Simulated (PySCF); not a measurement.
BFH2, in a box:

```xyz
4
Lattice="12.0000 0.0000 0.0000 0.0000 11.0000 0.0000 0.0000 0.0000 11.0000" Properties=species:S:1:pos:R:3 pbc="T T T"
B     5.9614    5.3968    5.5910
F     7.0499    5.1041    6.2717
H     4.9762    4.7516    5.8081
H     6.0229    6.2904    4.7963
```

Base run:

| Item | Value |
| --- | --- |
| Program | PySCF 2.14.0 |
| Functional | HSE03 |
| Dispersion | D3 |
| Potentials or basis | pob-tzvp-rev2 (all-electron) |
| k mesh | 1 × 1 × 1 |
| Occupations | fixed |
| Spin | no spin polarisation |

Its results: gap between the frontier levels 8.22 eV.

After a change of settings the same cell gave: gap between the frontier levels 6.83 eV. Which change was it?
A. functional from HSE03 to revTPSS; dispersion from D3 to D4
B. functional from HSE03 to PW91; dispersion from D3 to none
C. functional from HSE03 to SVWN5; dispersion from D3 to none

A.

Caveats: this is a molecule in a periodic box at the Γ point, so its band gap is the HOMO-LUMO gap; the basis of atomic orbitals isn't converged, which shifts pressures, moduli and gaps; this program's HSE differs a little from the usual definition (some runs).

Runs at the PBE level aren't shown here.
